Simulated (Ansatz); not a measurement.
**CH5BF2Si: how energies converge with the basis set**

One table from this session's results is given with a row withheld; the runs are named, their logs left out.

Computed with Ansatz 0.2.0, Gaussian basis. Level: one geometry, several basis sets.

The runs, in order: PBE0-D4/def2-SVP; ωB97M-V/def2-SVP; PBE0-D4/def2-QZVPP; ωB97M-V/def2-QZVPP; the functionals' def2-TZVPP values are taken from earlier runs.

### The relaxed structure

All runs share one geometry, relaxed beforehand with PBE0-D4 in a triple-zeta def2 set.

SMILES `BC(F)[SiH2]F`, 10 atoms, charge 0, spin multiplicity 1.

Atoms are counted from 1 here; the program's logs count them from 0.

Bond lengths: B1–C2 1.525 Å, B1–H6 1.196 Å, B1–H7 1.193 Å, C2–F3 1.398 Å, C2–Si4 1.916 Å, C2–H8 1.099 Å, Si4–F5 1.598 Å, Si4–H9 1.479 Å, Si4–H10 1.481 Å. Angles: C2–B1–H6 117.1°, C2–B1–H7 121.7°, H6–B1–H7 121.0°, B1–C2–F3 116.8°, B1–C2–Si4 106.6°, B1–C2–H8 113.9°, F3–C2–Si4 105.9°, F3–C2–H8 108.9°, Si4–C2–H8 103.6°, C2–Si4–F5 108.1°, C2–Si4–H9 107.7°, C2–Si4–H10 112.2°, F5–Si4–H9 109.3°, F5–Si4–H10 108.4°, H9–Si4–H10 111.1°.

The first run:

Contents of in.yaml:

```yaml
crystal:
  periodic: [false, false, false]
  atoms:
    - {symbol: B, position_ang: [-0.143311, -1.018886, -1.145754]}
    - {symbol: C, position_ang: [-0.246156, -0.701590, 0.342194]}
    - {symbol: F, position_ang: [0.576306, -1.435615, 1.201702]}
    - {symbol: Si, position_ang: [0.281300, 1.128464, 0.547850]}
    - {symbol: F, position_ang: [-0.916352, 2.050592, 0.030237]}
    - {symbol: H, position_ang: [-0.892328, -0.441666, -1.878636]}
    - {symbol: H, position_ang: [0.704393, -1.739541, -1.575816]}
    - {symbol: H, position_ang: [-1.274258, -0.719872, 0.730658]}
    - {symbol: H, position_ang: [0.500069, 1.374408, 1.989791]}
    - {symbol: H, position_ang: [1.493438, 1.452707, -0.239227]}
basis:
  gaussian: {orbitals: def2-SVP}
hamiltonian: {xc: pbe0, dispersion: d4}
output: {orbitals: {seedname: orbitals}}
```

Steps of the session up to this table: PBE0-D4 in def2-SVP; ωB97M-V in def2-SVP; PBE0-D4 in def2-QZVPP; ωB97M-V in def2-QZVPP.

One table of the session follows, with a row left open; its other results are not shown here.

It belongs to the step «Density functionals: the series». 

| functional | basis | HOMO (eV) | LUMO (eV) |
| --- | --- | --- | --- |
| PBE0-D4 | def2-SVP | ? | ? |
| PBE0-D4 | def2-TZVPP | -8.69 | -1.79 |
| PBE0-D4 | def2-QZVPP | -8.71 | -1.82 |
| ωB97M-V | def2-SVP | -10.84 | 0.33 |
| ωB97M-V | def2-TZVPP | -10.96 | 0.13 |
| ωB97M-V | def2-QZVPP | -10.98 | 0.04 |

Q: Estimate the row for PBE0-D4, def2-SVP from the others.

**Answer.** HOMO (eV): -8.59; LUMO (eV): -1.71. In the column «HOMO (eV)» it is the highest.
